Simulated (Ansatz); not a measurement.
# F5HOW: small, medium and large basis sets

One table from this session's results is given with a row withheld; the runs are named, their logs left out.

Method: one geometry, several basis sets; program: Ansatz 0.2.0, Gaussian basis.

Levels to be run: PBE0-D4/def2-SVP; ωB97M-V/def2-SVP; PBE0-D4/def2-QZVPP; ωB97M-V/def2-QZVPP; the functionals' def2-TZVPP values are taken from earlier runs.

### The geometry

An earlier PBE0-D4 in a triple-zeta def2 set relaxation fixed the geometry. W takes the def2 core potential; no spin-orbit term is included.

SMILES `[OH][W]([F])([F])([F])([F])[F]`, 8 atoms, charge 0, spin multiplicity 1.

Atoms are counted from 1 here; the program's logs count them from 0.

Bond lengths: O1–W2 1.819 Å, O1–H8 0.956 Å, W2–F3 1.846 Å, W2–F4 1.846 Å, W2–F5 1.842 Å, W2–F6 1.846 Å, W2–F7 1.846 Å. Angles: W2–O1–H8 179.8°, O1–W2–F3 92.2°, O1–W2–F4 92.1°, O1–W2–F5 180.0°, O1–W2–F6 92.1°, O1–W2–F7 92.1°, F3–W2–F4 175.7°, F3–W2–F5 87.9°, F3–W2–F6 89.9°, F3–W2–F7 89.9°, F4–W2–F5 87.8°, F4–W2–F6 89.9°, F4–W2–F7 89.9°, F5–W2–F6 87.9°, F5–W2–F7 87.9°, F6–W2–F7 175.7°.

The first run:

in.yaml

```yaml
crystal:
  periodic: [false, false, false]
  atoms:
    - {symbol: O, position_ang: [-0.656192, -1.281610, 0.451990]}
    - {symbol: W, position_ang: [0.134840, 0.262797, -0.092168]}
    - {symbol: F, position_ang: [1.418210, 0.152853, 1.229575]}
    - {symbol: F, position_ang: [-1.088745, 0.489835, -1.455145]}
    - {symbol: F, position_ang: [0.935613, 1.827146, -0.644265]}
    - {symbol: F, position_ang: [-0.924722, 1.280211, 1.025178]}
    - {symbol: F, position_ang: [1.254377, -0.637990, -1.250423]}
    - {symbol: H, position_ang: [-1.073392, -2.093253, 0.735258]}
basis:
  gaussian: {orbitals: def2-SVP}
hamiltonian: {xc: pbe0, dispersion: d4}
output: {orbitals: {seedname: orbitals}}
```

On the command line:

```sh
$ ansatz run in.yaml --threads 2 --pin off --events-out ev --progress --plain --max-ram 22528MiB --backend cpu
```

Among the steps run: PBE0-D4 in def2-SVP; ωB97M-V in def2-SVP; PBE0-D4 in def2-QZVPP; ωB97M-V in def2-QZVPP.

One of the session's tables, all rows but one given; the rest of the session is left out.

It belongs to the step «Functionals by basis». 

```
functional       basis  HOMO (eV)  LUMO (eV)
   PBE0-D4    def2-SVP     -11.45      -3.97
   PBE0-D4  def2-TZVPP     -11.44      -3.79
   PBE0-D4  def2-QZVPP     -11.47      -3.81
   ωB97M-V    def2-SVP     -13.89      -1.73
   ωB97M-V  def2-TZVPP          ?          ?
   ωB97M-V  def2-QZVPP     -13.92      -1.58
```

Q: Estimate the row for ωB97M-V, def2-TZVPP from the others.

As computed: HOMO (eV): -13.89; LUMO (eV): -1.55.
